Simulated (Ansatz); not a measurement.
# H6NO2ScSi: taking an electron away

An exercise on one series of results from a longer session: the logs are not shown, and one member is left open.

Computed with Ansatz 0.2.0, Gaussian basis. Level: unrestricted cation, the program's frozen cores in correlated methods.

The runs, in order: UKS PBE-D4/def2-TZVPP; UKS r2SCAN-D4/def2-TZVPP; UKS PBE0-D4/def2-TZVPP; UKS B3LYP-D4/def2-TZVPP; UKS wB97X-V/def2-TZVPP; UKS wB97M-V/def2-TZVPP; UKS B2PLYP/def2-TZVPP; UHF-CCSD(T)/def2-TZVPP; UHF-MP2/def2-QZVPP; extrapolation to the limit; then −ε(HOMO) from the neutral's earlier runs with LDA (SPW92), PBE-D4, revPBE-D4, BLYP-D4, r2SCAN-D4, B97M-V, PBE0-D4, B3LYP-D4, r2SCANh-D4, r2SCAN0-D4, HSE06-D4, BHLYP-D4, CAM-B3LYP-D4, LC-ωPBE, ωB97X-V, ωB97M-V.

### The relaxed structure

An earlier PBE0-D4 in a triple-zeta def2 set relaxation fixed the geometry.

SMILES `[NH2][Sc]([OH])[O][SiH3]`, 11 atoms, charge 0, spin multiplicity 1.

Atoms are counted from 1 here; the program's logs count them from 0.

Bond lengths: N1–Sc2 1.980 Å, N1–H6 1.012 Å, N1–H7 1.012 Å, Sc2–O3 1.868 Å, Sc2–O4 1.906 Å, O3–H8 0.952 Å, O4–Si5 1.624 Å, Si5–H9 1.490 Å, Si5–H10 1.491 Å, Si5–H11 1.490 Å. Angles: Sc2–N1–H6 126.2°, Sc2–N1–H7 126.3°, H6–N1–H7 107.5°, N1–Sc2–O3 116.8°, N1–Sc2–O4 117.2°, O3–Sc2–O4 125.9°, Sc2–O3–H8 167.4°, Sc2–O4–Si5 177.0°, O4–Si5–H9 110.7°, O4–Si5–H10 111.0°, O4–Si5–H11 110.8°, H9–Si5–H10 108.0°, H9–Si5–H11 108.1°, H10–Si5–H11 108.0°.

Set-up of the first run:

Contents of in.yaml:

```yaml
crystal:
  periodic: [false, false, false]
  atoms:
    - {symbol: N, position_ang: [0.145016, 1.218054, 2.210213]}
    - {symbol: Sc, position_ang: [0.441669, -0.281348, 0.951597]}
    - {symbol: O, position_ang: [1.349888, -1.773004, 1.615777]}
    - {symbol: O, position_ang: [-0.225038, -0.076192, -0.822508]}
    - {symbol: Si, position_ang: [-0.767775, 0.020291, -2.349975]}
    - {symbol: H, position_ang: [-0.328023, 2.088649, 2.002745]}
    - {symbol: H, position_ang: [0.437696, 1.254324, 3.178268]}
    - {symbol: H, position_ang: [1.784443, -2.607829, 1.760931]}
    - {symbol: H, position_ang: [-2.216447, -0.323474, -2.417594]}
    - {symbol: H, position_ang: [-0.028412, -0.918499, -3.241172]}
    - {symbol: H, position_ang: [-0.593028, 1.399019, -2.888273]}
basis:
  gaussian: {orbitals: def2-TZVPP}
total_charge: 1
magnetization: {spin_polarized: true, initial_magnetization: 1}
hamiltonian: {xc: pbe, dispersion: d4}
```

Run with:

```sh
$ ansatz run in.yaml --threads 2 --pin off --events-out ev --progress --plain --max-ram 32768MiB --backend cuda --devices 0, --max-vram 18GiB
```

Among the steps run: Cation, UKS PBE-D4/def2-TZVPP; Cation, UKS r2SCAN-D4/def2-TZVPP; Cation, UKS PBE0-D4/def2-TZVPP; Cation, UKS B3LYP-D4/def2-TZVPP; Cation, UKS wB97X-V/def2-TZVPP; Cation, UKS wB97M-V/def2-TZVPP; Cation, UKS B2PLYP (frozen core)/def2-TZVPP; Cation, UHF-CCSD(T)/def2-TZVPP; Cation, UHF-MP2/def2-QZVPP.

One table of the session follows, with a row left open; its other results are not shown here.

For comparison, −ε(HOMO) of the neutral from earlier runs:

```
  functional  −ε(HOMO) (eV)
 LDA (SPW92)           5.97
      PBE-D4           5.78
   revPBE-D4           5.71
     BLYP-D4           5.67
   r2SCAN-D4           6.03
      B97M-V           6.09
     PBE0-D4           7.09
    B3LYP-D4           6.87
  r2SCANh-D4           6.53
  r2SCAN0-D4           7.28
    HSE06-D4           6.69
    BHLYP-D4           8.32
CAM-B3LYP-D4           8.53
     LC-ωPBE              ?
     ωB97X-V           9.55
     ωB97M-V           9.48
```

Q: Estimate the row for LC-ωPBE from the others.

**Answer.** −ε(HOMO) (eV): 9.93. In the column «−ε(HOMO) (eV)» it is the highest.
